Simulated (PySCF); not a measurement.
# C4H5FN2: the cost of one run

Computed with PySCF 2.14.0; each step states its level. No surroundings beyond the atoms listed, unless a continuum is named. Atoms count from 0, parts from 1.

## (1) Starting point

12 atoms, charge 0, multiplicity 1; geometry: GFN1-xTB, rigid scan. Parts: 1 = atoms 0–9, `c1cncnc1`, charge 0; 2 = atoms 10–11, `F`, charge 0. In the given geometry H11 is shared between F10 (0.99 Å) and N2 (1.18 Å), so values for the parts refer to these atom groups.

## (2) Counterpoise and decomposition: 1.18 Å

The job: settings as JSON, then the geometry in Å.

```
{"job": {"kind": "inter", "xc": "BLYP", "basis": "def2-SVPD", "disp": "d3bj"}, "charge": 0, "multiplicity": 1, "parts": [{"atoms": "0-9", "charge": 0, "multiplicity": 1}, {"atoms": "10-11", "charge": 0, "multiplicity": 1}]}
C     -1.294897    -0.061277    -0.267110
C     -0.797447     1.116218     0.261974
N      0.445388     1.170367     0.731396
C      1.192703     0.072490     0.681097
N      0.788245    -1.088691     0.192951
C     -0.450750    -1.160743    -0.281573
H     -2.303564    -0.118777    -0.654809
H     -1.388740     2.024474     0.314162
H      2.205284     0.134737     1.066618
H     -0.768090    -2.119096    -0.680672
F      1.236568     3.026823     1.514608
H      0.877351     2.177354     1.161983
```

Method: BLYP-D3(BJ)/def2-SVPD interaction energy, counterpoise and uncorrected, gas phase.

On the command line:

```sh
> OMP_NUM_THREADS=1 python cluster_run.py task.json out
```

The driver reads the jobs from task.json and runs them one after another.

Q: Estimate the wall time and peak memory of this first job on 1 thread of Arm Neoverse N1, shared host.

About 67 s, with a peak of 0.53 GiB.
